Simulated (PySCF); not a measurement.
**HgBr: from the state search to spectroscopic constants**

An exercise on one series of results from a longer session: the logs are not shown, and one member is left open.

Method: Hg def2-TZVPP with ECP60, Br def2-TZVPP, scalar-relativistic core potentials; program: PySCF 2.14.0.

Set-up of the first run:

The job is set up so:

- atoms: Hg, Br
- charge: 0
- basis: Hg def2-TZVPP with ECP60, Br def2-TZVPP
- Hamiltonian: scalar-relativistic core potentials
- basis functions: 107
- electrons treated: 55
- masses in u: 201.9706, 78.9183
- levels: PBE0, PBE, r²SCAN, B97-3, BLYP, M06-L, TPSS, CAM-B3LYP, HF, MP2, SCS-MP2
- grid: 80 radial by 434 angular points
- occupations: held fixed by the projection of orbital angular momentum
- dissociation limit: Hg + Br, each in its ground configuration
- starting distance in angstrom: 2.490
- values of 2S to try: 1, 3

Run with:

```sh
$ OMP_NUM_THREADS=2 python dia.py task.json out
```

Steps of the session up to this table: The job; PBE0 along the bond; Excited determinants; PBE; r²SCAN (meta-GGA); B97-3 (global hybrid GGA); BLYP (GGA); M06-L (meta-GGA); TPSS; CAM-B3LYP; UHF (mean field).

One of the session's tables, all rows but one given; the rest of the session is left out.

```
      level  Re (Å)  ωe (cm⁻¹)  De (eV)  μ (D)
        UHF   2.554      190.4     0.51  -3.56
    UHF-MP2   2.489      192.7     0.57    n/a
UHF-SCS-MP2   2.517      183.5    0.409    n/a
        PBE   2.587      160.7     0.94  -2.46
       BLYP   2.661      139.6     0.72  -2.52
       TPSS   2.582      164.0     0.95  -2.60
     r²SCAN   2.543      178.6     1.04  -2.54
      M06-L   2.653      138.8     0.81  -2.74
       PBE0   2.547      176.1     0.93  -2.71
      B97-3   2.594      159.7     0.77  -2.88
  CAM-B3LYP       ?          ?        ?      ?
```

**Question.** Estimate the row for CAM-B3LYP.

As computed: Re (Å): 2.555; ωe (cm⁻¹): 174.7; De (eV): 0.79; μ (D): -2.78. In the column «Re (Å)» it lies between UHF (2.554) and TPSS (2.582).

De is counted to Hg + Br in their ground configurations.
